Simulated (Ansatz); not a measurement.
# C4H7AlO3: ionisation energy by level of theory

How much energy removes an electron from C4H7AlO3 at fixed geometry? The cation is run at each level and the neutral's energy taken from earlier runs.

The runs use Ansatz 0.2.0, Gaussian basis; unrestricted cation, the program's frozen cores in correlated methods.

The runs, in order: UKS PBE-D4/def2-TZVPP; UKS r2SCAN-D4/def2-TZVPP; UKS PBE0-D4/def2-TZVPP; UKS B3LYP-D4/def2-TZVPP; UKS wB97X-V/def2-TZVPP; UKS wB97M-V/def2-TZVPP; UKS B2PLYP/def2-TZVPP; UHF-CCSD(T)/def2-TZVPP; UHF-MP2/def2-QZVPP; extrapolation to the limit; then −ε(HOMO) from the neutral's earlier runs with LDA (SPW92), PBE-D4, revPBE-D4, BLYP-D4, r2SCAN-D4, B97M-V, PBE0-D4, B3LYP-D4, r2SCANh-D4, r2SCAN0-D4, HSE06-D4, BHLYP-D4, CAM-B3LYP-D4, LC-ωPBE, ωB97X-V, ωB97M-V.

## Step 1: The relaxed structure

The geometry comes from an earlier relaxation with PBE0-D4 in a triple-zeta def2 set; it is a stationary point, not always the lowest conformer.

15 atoms, charge 0, spin multiplicity 1.

Atoms are counted from 1 here; the program's logs count them from 0.

Bond lengths: C1–Al2 1.945 Å, C1–H9 1.094 Å, C1–H10 1.095 Å, C1–H11 1.095 Å, Al2–O3 1.709 Å, Al2–O4 1.843 Å, Al2–O8 1.843 Å, O3–H12 0.954 Å, O4–C5 1.265 Å, C5–C6 1.390 Å, C5–H13 1.095 Å, C6–C7 1.390 Å, C6–H14 1.081 Å, C7–O8 1.265 Å, C7–H15 1.095 Å. Angles: Al2–C1–H9 112.0°, Al2–C1–H10 111.7°, Al2–C1–H11 111.7°, H9–C1–H10 107.1°, H9–C1–H11 107.1°, H10–C1–H11 107.0°, C1–Al2–O3 123.0°, C1–Al2–O4 111.6°, C1–Al2–O8 111.6°, O3–Al2–O4 106.2°, O3–Al2–O8 106.1°, O4–Al2–O8 94.4°, Al2–O3–H12 123.4°, Al2–O4–C5 125.9°, O4–C5–C6 125.7°, O4–C5–H13 115.8°, C6–C5–H13 118.5°, C5–C6–C7 121.3° and more.

## Step 2: Cation, UKS PBE-D4/def2-TZVPP

in.yaml

```yaml
crystal:
  periodic: [false, false, false]
  atoms:
    - {symbol: C, position_ang: [-1.757455, 1.711431, -0.091653]}
    - {symbol: Al, position_ang: [-0.746860, 0.175588, 0.542925]}
    - {symbol: O, position_ang: [-1.189788, -0.723254, 1.926844]}
    - {symbol: O, position_ang: [1.041669, 0.573947, 0.740999]}
    - {symbol: C, position_ang: [2.004777, -0.060944, 0.222137]}
    - {symbol: C, position_ang: [1.891399, -1.097978, -0.695772]}
    - {symbol: C, position_ang: [0.651450, -1.522025, -1.157868]}
    - {symbol: O, position_ang: [-0.468571, -1.056659, -0.798852]}
    - {symbol: H, position_ang: [-1.308120, 2.156277, -0.984918]}
    - {symbol: H, position_ang: [-2.786051, 1.440669, -0.350184]}
    - {symbol: H, position_ang: [-1.815335, 2.499803, 0.665504]}
    - {symbol: H, position_ang: [-1.949913, -0.518460, 2.465065]}
    - {symbol: H, position_ang: [3.006201, 0.258942, 0.528263]}
    - {symbol: H, position_ang: [2.786832, -1.568125, -1.076147]}
    - {symbol: H, position_ang: [0.617763, -2.320012, -1.906843]}
basis:
  gaussian: {orbitals: def2-TZVPP}
total_charge: 1
magnetization: {spin_polarized: true, initial_magnetization: 1}
hamiltonian: {xc: pbe, dispersion: d4}
```

Command:

```bash
$ ansatz run in.yaml --threads 2 --pin off --events-out ev --progress --plain --max-ram 32768MiB --backend cuda --devices 0, --max-vram 18GiB
```

The runs that follow: Cation, UKS r2SCAN-D4/def2-TZVPP; Cation, UKS PBE0-D4/def2-TZVPP; Cation, UKS B3LYP-D4/def2-TZVPP; Cation, UKS wB97X-V/def2-TZVPP; Cation, UKS wB97M-V/def2-TZVPP; Cation, UKS B2PLYP (frozen core)/def2-TZVPP; Cation, UHF-CCSD(T)/def2-TZVPP; Cation, UHF-MP2/def2-QZVPP.

Q: Predict the results of all the runs planned. Wanted: ionisation energy, CCSD(T)/CBS; nearest functional by difference; nearest −ε(HOMO); −ε(HOMO) of PBE; T1 of the cation.

**Answer**, as computed:

| quantity | value |
| --- | --- |
| ionisation energy, CCSD(T)/CBS | 9.85 eV |
| nearest functional by difference | ωB97X-V (-0.19 eV) |
| nearest −ε(HOMO) | ωB97X-V (-0.06 eV) |
| −ε(HOMO) of PBE | 6.24 eV |
| T1 of the cation | 0.030 |

By cation minus neutral, the functionals miss by 0.92 eV at most. The PBE orbital energy is 3.6 eV too small: a semilocal HOMO is no ionisation energy. Among orbital estimates ωB97X-V comes nearest. Hartree-Fock falls 1.34 eV short, as the neutral has more correlation energy than the cation.
